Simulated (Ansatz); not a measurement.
# BH2 (SMILES [BH2]): U-r2SCAN0/3-21G

Aim: the electronic atomisation energy of BH2 at U-r2SCAN0/3-21G, from 3 runs. 

The calculation is run with Ansatz 0.2.0.

58 further runs of the same task are left out: 58 set aside as unsound or not needed.

### Step 1. The system as given

The species is BH2 (3 atoms), meant as a doublet with charge 0. SMILES: `[BH2]`. Geometry: relaxed at GFN2-xTB.

Bond lengths: B1–H2 1.159 Å, B1–H3 1.159 Å. Angles: H2–B1–H3 128.4°.

### Step 2. A single-point energy at U-r2SCAN0/3-21G

Input file job.yaml:

```yaml
crystal:
  periodic: [false, false, false]
  atoms:
    - {symbol: B, position_ang: [0.262840, -0.166230, 0.128640]}
    - {symbol: H, position_ang: [0.280020, 0.985320, 0.260980]}
    - {symbol: H, position_ang: [-0.542860, -0.819090, -0.389630]}
basis:
  gaussian:
    orbitals: 3-21G.json
magnetization:
  spin_polarized: true
  initial_magnetization: 1
accuracy: high
hamiltonian:
  xc: {name: r2SCAN0}
```

The basis set 3-21G is read from a file made from the Basis Set Exchange's data (not shown).

Launch:

```bash
ansatz run job.yaml --threads 1 --pin off --max-ram 2610MiB --events-out events.jsonl --progress --plain --runs-dir runs
```

The program printed:

```text
Warning: RAYON_NUM_THREADS=1 ignored (pool sized by the plan → 1); use --threads N
Functional definition: r2SCAN0
  name "r2SCAN0"
  parameter a = 0.25
  parameter k0 = 0.174
  parameter k1 = 0.065
  parameter a1 = 4.9479
  exchange = (1 - a)*r2scan_x(k0 = k0, k1 = k1, a1 = a1) + a*exact_x
  correlation = r2scan_c
250 factors; integrals over basis functions are off by at most 1.0e-8 eV
mean field evaluation 1: about -700.8299 eV, gradient 3.6e0 eV
mean field evaluation 2: about -700.9535 eV, gradient 1.1e0 eV
mean field evaluation 4: about -700.9648 eV, gradient 8.2e-2 eV
mean field evaluation 8: about -700.9491 eV, gradient 4.1e-3 eV
mean field evaluation 16: about -700.9491 eV, gradient 7.1e-8 eV
mean field -700.94909758 eV, -25.7594042158 hartree, gradient 6.1e-8 eV, S^2 0.751158; 1 other end points of the search recorded, 0 dependent functions left out
reference -700.94909824 eV, -25.7594042400 hartree; 4, 3 occupied and 9, 10 virtual orbitals, 250 factors
Total energy: -700.94909824 eV, -25.7594042400 hartree
```

It took 1.6 s on 1 thread of Arm Neoverse V1, shared host; peak memory 0.13 GiB.

### Step 3. The B atom at the same level

Input file molecule.yaml:

```yaml
crystal:
  periodic: [false, false, false]
  atoms:
    - {symbol: B, position_ang: [0.000000, 0.000000, 0.000000]}
basis:
  gaussian: {orbitals: 3-21G.json}
magnetization: {spin_polarized: true, initial_magnetization: 1}
hamiltonian: {xc: {name: r2SCAN0}}
accuracy: high
```

The basis set 3-21G is read from a file made from the Basis Set Exchange's data (not shown).

Run the same way, it converges to -24.49571 Eh (log not shown).

### Step 4. The H atom, same level

Input file in.yaml:

```yaml
crystal:
  periodic: [false, false, false]
  atoms:
    - {symbol: H, position_ang: [0.000000, 0.000000, 0.000000]}
basis:
  gaussian:
    orbitals: 3-21G.json
magnetization:
  spin_polarized: true
  initial_magnetization: 1
hamiltonian:
  xc: {name: r2SCAN0}
accuracy: high
```

The basis set 3-21G is read from a file made from the Basis Set Exchange's data (not shown).

Run the same way, it converges to -0.49577 Eh (log not shown).

### Step 5. Results

Level: U-r2SCAN0/3-21G.

| quantity | value |
| --- | --- |
| molecule: total energy | -25.75940 Eh |
| molecule: ⟨S²⟩ | 0.751 |
| B atom: total energy | -24.49571 Eh |
| B atom: ⟨S²⟩ | 0.750 |
| H atom: total energy | -0.49577 Eh |
| H atom: ⟨S²⟩ | 0.750 |
| electronic atomisation energy | 7.406 eV |

What this shows: Taking the molecule apart into free atoms costs 7.41 eV (715 kJ/mol), before zero-point energy and without spin-orbit coupling. The basis has no polarisation functions, which makes bonds too weak.
